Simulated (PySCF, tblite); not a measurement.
# C8H8NP: geometry, infrared bands and NMR shifts

What infrared bands and NMR shifts should C8H8NP (`CC#CPc1cccnc1`) show?

Computed with tblite 0.8.0 and PySCF 2.14.0, with density-fitted response routines of our own, on a single molecule in the gas phase. Atoms count from 0, in the outputs and in this text.

## (1) Starting geometry

18 atoms, charge 0, multiplicity 1; geometry from: force field or distance geometry start.

Bonds of the start (Å): C0–C1 1.48, C1–C2 1.21, C2–P3 1.81, P3–C4 1.82, C4–C5 1.38, C5–C6 1.37, C6–C7 1.40, C7–N8 1.32, N8–C9 1.35, C9–C4 1.39, C0–H10 1.13, C0–H11 1.12, C0–H12 1.11, P3–H13 1.44, C5–H14 1.07, C6–H15 1.08, C7–H16 1.08, C9–H17 1.09.

## (2) Optimising the geometry with GFN2-xTB

The job: settings as JSON, then the geometry in Å.

```
{"job": {"kind": "relax", "xc": "GFN2-xTB", "basis": "xTB"}, "charge": 0, "multiplicity": 1}
C     -4.042600    -0.689700     0.468900
C     -2.843000    -0.068000    -0.130400
C     -1.849500     0.430800    -0.616400
P     -0.411000     1.217300    -1.394600
C      1.051700     0.533000    -0.564900
C      1.286500    -0.807200    -0.359200
C      2.435000    -1.212300     0.267400
C      3.370900    -0.265200     0.700200
N      3.151000     1.023700     0.494900
C      2.015400     1.423500    -0.120100
H     -4.870700     0.083800     0.511400
H     -4.419000    -1.538100    -0.150800
H     -3.799300    -0.959700     1.516000
H     -0.468500     2.656500    -1.349500
H      0.555700    -1.516600    -0.690800
H      2.688500    -2.243300     0.487600
H      4.287200    -0.554200     1.202500
H      1.852900     2.492000    -0.283700
```

Command:

```console
OMP_NUM_THREADS=1 python probes_run.py task.json out
```

This one command runs all jobs of the session in turn.

**Question.** This job is followed by: GFN2-xTB harmonic vibrations, gas phase; GIAO PBE0/pcSseg-1 NMR shielding, non-relativistic, gas phase. Predict these results of the whole session: strongest single infrared mode (GFN2-xTB); zero-point energy (GFN2-xTB); 13C shifts against TMS (PBE0/pcSseg-1); 1H shifts against TMS (PBE0/pcSseg-1, means over atoms taken as alike); 31P shifts against H3PO4 (PBE0/pcSseg-1); 15N shifts against NH3 (PBE0/pcSseg-1).

The runs gave:

```
                                                              quantity                                                    value
                             strongest single infrared mode (GFN2-xTB)                                    2215 cm⁻¹, 167 km/mol
                                          zero-point energy (GFN2-xTB)                                            82.4 kcal/mol
                                13C shifts against TMS (PBE0/pcSseg-1)  155.8, 154.2, 145.6, 139.9, 128.3, 109.2, 79.8, 6.1 ppm
1H shifts against TMS (PBE0/pcSseg-1, means over atoms taken as alike)                   8.91, 8.78, 8.23, 7.41, 5.41, 2.14 ppm
                              31P shifts against H3PO4 (PBE0/pcSseg-1)                                               -114.5 ppm
                                15N shifts against NH3 (PBE0/pcSseg-1)                                                359.5 ppm
```

Over 85 steps the energy fell by 0.902 eV; of the close pairs, C2–P3 changed most, 1.815 to 1.762 Å. The lowest mode is imaginary (25i cm⁻¹), so the xTB geometry is not a minimum. The strongest single mode, at 2215 cm⁻¹, moves mainly H13. GFN2-xTB is a fitted tight-binding method: band positions and strengths are rough. Its intensities can rank the bands wrongly. At PBE0/pcSseg-1: Shielding is most anisotropic at N8 (span 708 ppm, paramagnetic term -423 ppm). NICS(1)zz of -27 ppm above the planar ring from C4 marks a diatropic (aromatic) ring current.
